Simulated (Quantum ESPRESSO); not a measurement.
The system is Mo.

```
CELL_PARAMETERS angstrom
-1.56000 1.56000 1.56000
1.56000 -1.56000 1.56000
1.56000 1.56000 -1.56000
ATOMIC_POSITIONS crystal
Mo 0.00000 0.00000 0.00000
```

The cell was built by a generator and needn't be a form met in nature.

Base run:

* Program: Quantum ESPRESSO 7.5
* Functional: PBEsol
* Potentials or basis: GBRV 1.5 PBEsol
* Cutoff: 612 eV
* Density cutoff: 4898 eV
* k mesh: 18 × 18 × 18
* Occupations: methfessel-paxton, width 0.1 eV
* Spin: no spin polarisation

Its results: band gap on the k mesh none (metal or under the smearing width); pressure 1.6 GPa.

The run is repeated on the same cell with these changes: functional from PBEsol to PBE; potentials or basis from GBRV 1.5 PBEsol to GBRV 1.5 PBE. What comes out?

Band gap on the k mesh none (metal or under the smearing width); pressure 10.0 GPa.
